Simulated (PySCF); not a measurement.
# A diatomic session: BeHg

The task here is to estimate one member of a computed series from the others.

Program: PySCF 2.14.0. Level of theory: Be def2-SVPD, Hg def2-SVPD with ECP60, scalar-relativistic core potentials. These are calculated values, not measurements.

Set-up of the first run:

Settings of the job:

```yaml
atoms: Be, Hg
charge: 0
basis: Be def2-SVPD, Hg def2-SVPD with ECP60
Hamiltonian: scalar-relativistic core potentials
basis_functions: 47
electrons_treated: 24
masses_in_u: 9.0122, 201.9706
levels: PBE0, PBE, r²SCAN, LDA, BLYP, revPBE, ωB97X, HF, MP2, SCS-MP2, CCSD, CCSD(T)
grid: 80 radial by 434 angular points
occupations: held fixed by the projection of orbital angular momentum
dissociation_limit: Be + Hg, each in its ground configuration
starting_distance_in_angstrom: 2.335
values_of_2S_to_try: 0, 2
```

Launch:

```sh
$ OMP_NUM_THREADS=1 python dia.py task.json out
```

Among the steps run: Set-up; The PBE0 curve of the state that the search chose; Higher solutions at PBE0; PBE (GGA); r²SCAN (meta-GGA); LDA (local density); BLYP (GGA); revPBE (GGA); ωB97X; RHF; Adding correlation.

One table of the session follows, with a row left open; its other results are not shown here.

| level | Re (Å) | ωe (cm⁻¹) | De (eV) | μ (D) |
| --- | --- | --- | --- | --- |
| LDA | 2.678 | 207.7 | 0.322 | 0.35 |
| PBE | 2.875 | 145.1 | 0.131 | 0.48 |
| revPBE | 3.006 | 109.1 | 0.043 | 0.49 |
| BLYP | 3.143 | 71.2 | 0.009 | 0.25 |
| r²SCAN | ? | ? | ? | ? |
| PBE0 | 3.018 | 111.8 | 0.080 | 0.36 |

Q: Estimate the row for r²SCAN from the others.

The run gave: Re (Å): 2.850; ωe (cm⁻¹): 149.0; De (eV): 0.132; μ (D): 0.48. In the column «Re (Å)» it lies between LDA (2.678) and PBE (2.875).

De is counted to Be + Hg in their ground configurations. No constants: RHF (no minimum is bracketed among the points kept); RHF-MP2 (no minimum is bracketed among the points kept); RHF-SCS-MP2 (no minimum is bracketed among the points kept); RHF-CCSD (no minimum is bracketed among the points kept).

To keep in mind: The bond is weak, and basis-set superposition, which was not computed, may be a sizeable part of it.
